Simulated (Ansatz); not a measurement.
# CH6Cl2O4Si2: from a rough start to a minimum

The task is to find a stationary geometry of CH6Cl2O4Si2, then compute its harmonic vibrations to see whether it is a minimum and to get the zero-point energy and entropy.

Method: RKS PBE0-D4/def2-TZVP; program: Ansatz 0.2.0, Gaussian basis.

Levels to be run: relaxation at PBE0-D4/def2-TZVP; harmonic vibrations at the same level.

2 further runs of the same task are left out: 1 that didn't finish, 1 set aside as unsound or not needed.

### Step 1. The starting structure

15 atoms, charge 0, spin multiplicity 1.

Atoms are counted from 1 here; the program's logs count them from 0.

Bond lengths: O1–Si2 1.614 Å, O1–H10 0.954 Å, Si2–O3 1.619 Å, Si2–Cl4 2.043 Å, Si2–C5 1.889 Å, O3–H11 0.959 Å, C5–Si6 1.889 Å, C5–H12 1.086 Å, C5–H13 1.087 Å, Si6–O7 1.614 Å, Si6–O8 1.618 Å, Si6–Cl9 2.044 Å, O7–H14 0.954 Å, O8–H15 0.959 Å. Angles: Si2–O1–H10 120.9°, O1–Si2–O3 108.1°, O1–Si2–Cl4 108.6°, O1–Si2–C5 110.0°, O3–Si2–Cl4 108.0°, O3–Si2–C5 113.8°, Cl4–Si2–C5 108.2°, Si2–O3–H11 120.8°, Si2–C5–Si6 110.6°, Si2–C5–H12 110.7°, Si2–C5–H13 109.1°, Si6–C5–H12 109.1°, Si6–C5–H13 110.7°, H12–C5–H13 106.5°, C5–Si6–O7 109.8°, C5–Si6–O8 113.9°, C5–Si6–Cl9 108.1°, O7–Si6–O8 108.2° and more.

The start is a GFN2-xTB geometry.

### Step 2. Optimising with PBE0-D4/def2-TZVP

File in.yaml:

```yaml
crystal:
  periodic: [false, false, false]
  atoms:
    - {symbol: O, position_ang: [-0.292490, -0.693720, -2.905990]}
    - {symbol: Si, position_ang: [0.348390, -0.457710, -1.443760]}
    - {symbol: O, position_ang: [1.191080, -1.780490, -1.043630]}
    - {symbol: Cl, position_ang: [1.650110, 1.113930, -1.549090]}
    - {symbol: C, position_ang: [-1.009810, -0.015110, -0.207690]}
    - {symbol: Si, position_ang: [-0.261380, 0.463030, 1.459280]}
    - {symbol: O, position_ang: [-1.435360, 0.668370, 2.547060]}
    - {symbol: O, position_ang: [0.629950, 1.813180, 1.415880]}
    - {symbol: Cl, position_ang: [0.943290, -1.067700, 2.078600]}
    - {symbol: H, position_ang: [0.112610, -1.293120, -3.527250]}
    - {symbol: H, position_ang: [1.484660, -1.921520, -0.141210]}
    - {symbol: H, position_ang: [-1.612060, 0.810020, -0.577630]}
    - {symbol: H, position_ang: [-1.681010, -0.862420, -0.097800]}
    - {symbol: H, position_ang: [-1.319210, 1.253790, 3.291560]}
    - {symbol: H, position_ang: [1.251220, 1.969460, 0.701670]}
basis:
  gaussian: {orbitals: def2-TZVP}
hamiltonian: {xc: pbe0, dispersion: d4}
relax: {f_tol: 0.005, max_steps: 150}
```

After this run come: Force constants and modes.

**Question.** What will the summary of the whole plan be? Wanted: point group; shift from the start; total energy; dispersion term; dipole moment; lowest, highest wavenumber; zero-point energy.

The runs gave:

| quantity | value |
| --- | --- |
| point group | C2 |
| steps | 13 |
| shift from the start (rms) | 0.183 Å |
| total energy | -50114.4846 eV |
| dispersion term | -493 meV |
| dipole moment | 0.05 D |
| lowest, highest wavenumber | 35, 3917 cm⁻¹ |
| zero-point energy | 235.8 kJ/mol |
| entropy at 298.15 K | 471.1 J/(mol K) |

What this shows: The relaxed geometry lies 0.18 Å (rms) from the start; the bond that changed most is Si2–C5, from 1.889 to 1.846 Å. No mode is imaginary: a true minimum at this level. The stiffest mode, 3917 cm⁻¹, is an O–H stretch, and 7 modes under 200 cm⁻¹ make the vibrational entropy uncertain. Harmonic hybrid wavenumbers usually lie a few per cent above measured fundamentals. The largest Mulliken charge, +0.69 e, sits on Si2.
